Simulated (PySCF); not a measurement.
# Kr⁸⁺, Rb⁹⁺, Sr¹⁰⁺: ionisation energies with spin-orbit coupling

Aim: the ionisation energy of these ions from differences of total energies, at each level of theory, and how far each lands from the tabulated value where there is one.

Method: two-component X2C-1e, generalised determinants. Code: PySCF 2.14.0.

## (1) The system

* Elements: krypton (Z = 36), rubidium (Z = 37), strontium (Z = 38)
* Basis: one for each species, given in its step
* Hamiltonian: two-component X2C-1e, Gaussian nucleus, no Breit or QED terms; spin-orbit coupling, run by run: screened by Boettger's factors
* Core shells frozen in the correlated runs: [Ne] (for Kr⁸⁺)
* State 1: Kr⁸⁺: [Ar] 3d10
* State 2: Rb⁹⁺: [Ar] 3d10
* State 3: Sr¹⁰⁺: [Ar] 3d10
* Needed too, but not shown: Kr⁹⁺ [Ar] 3d9 (2D), Rb¹⁰⁺ [Ar] 3d9 (2D), Sr¹¹⁺ [Ar] 3d9 (2D)
* Methods: GHF, GMP2

Outer shells as boxes (Hund's rule):

Kr8+ [Ar] 3d10
```
[Ar] core
3d [↑↓][↑↓][↑↓][↑↓][↑↓]
```

Rb9+ [Ar] 3d10
```
[Ar] core
3d [↑↓][↑↓][↑↓][↑↓][↑↓]
```

Sr10+ [Ar] 3d10
```
[Ar] core
3d [↑↓][↑↓][↑↓][↑↓][↑↓]
```

A driver program built on PySCF's X2C-1e integrals ran all steps in one process from the settings above; there is no separate input file.

The integrals over 130 functions and the set-up took 0.9 s of CPU time.

## (2) Kr⁸⁺

Basis: an even-tempered Gaussian basis (18 s from 0.43 bohr⁻², ratio 2.8; 13 p from 0.56 bohr⁻², ratio 2.8; 9 d from 0.56 bohr⁻², ratio 2.8; 4 f from 4.4 bohr⁻², ratio 3).

**GHF (screened spin-orbit)**

Output:

```text
cycle= 1 E= -2770.0759672686  delta_E= -2.77e+03  |FDS-SDF|= 0.0304
cycle= 2 E= -2770.0763880858  delta_E= -0.000421  |FDS-SDF|= 0.00151
cycle= 3 E= -2770.0763937237  delta_E= -5.64e-06  |FDS-SDF|= 0.000132
cycle= 4 E= -2770.0763938194  delta_E= -9.57e-08  |FDS-SDF|= 2.94e-05
cycle= 5 E= -2770.0763938214  delta_E= -2.04e-09  |FDS-SDF|= 6.15e-06
```

CPU time 9.3 s on a shared host, the integrals not counted.

Occupied spinors:

```tsv
spinor shell	electrons	mean energy (eV)	weight of the nominal j	rms radius (bohr)
1s1/2	2	-14545.3	1.000	0.0478
2s1/2	2	-2097.6	1.000	0.199
2p1/2	2	-1902.9	1.000	0.174
2p3/2	4	-1848.1	1.000	0.178
3s1/2	2	-438.46	1.000	0.564
3p1/2	2	-368.05	1.000	0.571
3p3/2	4	-359.49	1.000	0.581
3d3/2	4	-236.79	1.000	0.592
3d5/2	6	-235.37	1.000	0.596
```

M_J = 0, ⟨J²⟩ = 0.000, ⟨L²⟩ = 0.003, ⟨S²⟩ = 0.003.

**GMP2 (screened spin-orbit)**

The driver printed no log here.

CPU time 5.3 s on a shared host, the integrals not counted.

With 18 electrons correlated and 76 very high virtual spinors dropped, the MP2 correlation energy is -0.70056 hartree. Largest pairs: 3d3/2-3d5/2 -0.1885, 3d5/2-3d5/2 -0.1322, 3d5/2-3p3/2 -0.0734, 3d3/2-3d3/2 -0.0568, 3d3/2-3p3/2 -0.0506.

## (3) Rb⁹⁺: the ladder of methods

Basis: an even-tempered Gaussian basis (18 s from 0.53 bohr⁻², ratio 2.8; 13 p from 0.69 bohr⁻², ratio 2.8; 9 d from 0.69 bohr⁻², ratio 2.8; 4 f from 5 bohr⁻², ratio 3).

**GHF (screened spin-orbit)**

Output:

```text
cycle= 1 E= -2955.2735678936  delta_E= -2.96e+03  |FDS-SDF|= 0.0332
cycle= 2 E= -2955.2740361536  delta_E= -0.000468  |FDS-SDF|= 0.00159
cycle= 3 E= -2955.2740417370  delta_E= -5.58e-06  |FDS-SDF|= 0.000127
cycle= 4 E= -2955.2740418171  delta_E= -8e-08  |FDS-SDF|= 2.67e-05
cycle= 5 E= -2955.2740418186  delta_E= -1.54e-09  |FDS-SDF|= 5.21e-06
```

It used 8.9 s of CPU time after the integrals (shared host).

Occupied spinors:

```tsv
spinor shell	electrons	mean energy (eV)	weight of the nominal j	rms radius (bohr)
1s1/2	2	-15449.1	1.000	0.0464
2s1/2	2	-2265.8	1.000	0.192
2p1/2	2	-2063.6	1.000	0.169
2p3/2	4	-2001.7	1.000	0.173
3s1/2	2	-494.24	1.000	0.542
3p1/2	2	-420.15	1.000	0.547
3p3/2	4	-410.28	1.000	0.557
3d3/2	4	-280.94	1.000	0.559
3d5/2	6	-279.26	1.000	0.562
```

M_J = 0, ⟨J²⟩ = 0.000, ⟨L²⟩ = 0.004, ⟨S²⟩ = 0.004.

**GMP2 (screened spin-orbit)**

The driver printed no log here.

It used 5.1 s of CPU time after the integrals (shared host).

With 18 electrons correlated and 76 very high virtual spinors dropped, the MP2 correlation energy is -0.69178 hartree. Largest pairs: 3d3/2-3d5/2 -0.1872, 3d5/2-3d5/2 -0.1314, 3d5/2-3p3/2 -0.0719, 3d3/2-3d3/2 -0.0564, 3d3/2-3p3/2 -0.0495.

## (4) Sr¹⁰⁺

Basis: an even-tempered Gaussian basis (18 s from 0.64 bohr⁻², ratio 2.8; 13 p from 0.83 bohr⁻², ratio 2.8; 9 d from 0.83 bohr⁻², ratio 2.8; 4 f from 5.7 bohr⁻², ratio 3).

**GHF (screened spin-orbit)**

Output:

```text
cycle= 1 E= -3146.9167758814  delta_E= -3.15e+03  |FDS-SDF|= 0.0362
cycle= 2 E= -3146.9172963803  delta_E= -0.00052  |FDS-SDF|= 0.00166
cycle= 3 E= -3146.9173019507  delta_E= -5.57e-06  |FDS-SDF|= 0.000124
cycle= 4 E= -3146.9173020191  delta_E= -6.85e-08  |FDS-SDF|= 2.58e-05
cycle= 5 E= -3146.9173020205  delta_E= -1.32e-09  |FDS-SDF|= 4.43e-06
```

It used 8.9 s of CPU time after the integrals (shared host).

Occupied spinors:

```tsv
spinor shell	electrons	mean energy (eV)	weight of the nominal j	rms radius (bohr)
1s1/2	2	-16383.1	1.000	0.0451
2s1/2	2	-2441.7	1.000	0.187
2p1/2	2	-2232.1	1.000	0.164
2p3/2	4	-2162.5	1.000	0.168
3s1/2	2	-553.43	1.000	0.522
3p1/2	2	-475.62	1.000	0.525
3p3/2	4	-464.28	1.000	0.535
3d3/2	4	-328.30	1.000	0.530
3d5/2	6	-326.33	1.000	0.533
```

M_J = 0, ⟨J²⟩ = 0.000, ⟨L²⟩ = 0.004, ⟨S²⟩ = 0.004.

**GMP2 (screened spin-orbit)**

This step left no log, only its results.

It used 5.1 s of CPU time after the integrals (shared host).

With 18 electrons correlated and 82 very high virtual spinors dropped, the MP2 correlation energy is -0.68531 hartree. Largest pairs: 3d3/2-3d5/2 -0.1861, 3d5/2-3d5/2 -0.1307, 3d5/2-3p3/2 -0.0707, 3d3/2-3d3/2 -0.0562, 3d3/2-3p3/2 -0.0486.

## (5) The energy differences

Ionisation energy: Kr⁸⁺ [Ar] 3d10 → Kr⁹⁺ [Ar] 3d9 [3d3/2^4 3d5/2^5, M_J = 5/2].

```tsv
method	value (eV)	less the reference (eV)
GHF (screened spin-orbit)	231.43	-1.57
GMP2 (screened spin-orbit)	233.34	+0.34
```

Reference: 233 ± 0.7 eV (semi-empirical (NIST evaluation); NIST Atomic Spectra Database, ionization energies).

Ionisation energy: Rb⁹⁺ [Ar] 3d10 → Rb¹⁰⁺ [Ar] 3d9 [3d3/2^4 3d5/2^5, M_J = 5/2].

```tsv
method	value (eV)	error (eV)
GHF (screened spin-orbit)	275.33	-1.79
GMP2 (screened spin-orbit)	277.16	+0.04
```

Reference: 277.12 ± 0.12 eV (measured; NIST Atomic Spectra Database, ionization energies).

Ionisation energy: Sr¹⁰⁺ [Ar] 3d10 → Sr¹¹⁺ [Ar] 3d9 [3d3/2^4 3d5/2^5, M_J = 5/2].

```tsv
method	value (eV)	error (eV)
GHF (screened spin-orbit)	322.40	-1.67
GMP2 (screened spin-orbit)	324.17	+0.10
```

Reference: 324.07 ± 0.15 eV (measured; NIST Atomic Spectra Database, ionization energies).

The differences also use runs on Kr⁹⁺ [Ar] 3d9 (2D), Rb¹⁰⁺ [Ar] 3d9 (2D), Sr¹¹⁺ [Ar] 3d9 (2D), which are not shown here.

## (6) Summary of results

```
                quantity                                                                                            value
 ionisation energy, Kr⁸⁺      GHF (screened spin-orbit) 231.43, GMP2 (screened spin-orbit) 233.34 eV; reference 233 ± 0.7
 ionisation energy, Rb⁹⁺  GHF (screened spin-orbit) 275.33, GMP2 (screened spin-orbit) 277.16 eV; reference 277.12 ± 0.12
ionisation energy, Sr¹⁰⁺  GHF (screened spin-orbit) 322.40, GMP2 (screened spin-orbit) 324.17 eV; reference 324.07 ± 0.15
```

Accuracy by level (over 2 differences):

```tsv
method	mean absolute miss against the measured values (with the measured fine structure taken into account where it is known) (eV)
GHF (screened spin-orbit)	1.731
GMP2 (screened spin-orbit)	0.069
```

**Reading.** GMP2 (screened spin-orbit) lands nearest to the measured values (mean absolute error over 2 measured values 0.07 eV); GHF (screened spin-orbit) misses by most (1.73 eV). All values hold for this basis alone; no basis-set limit was taken.
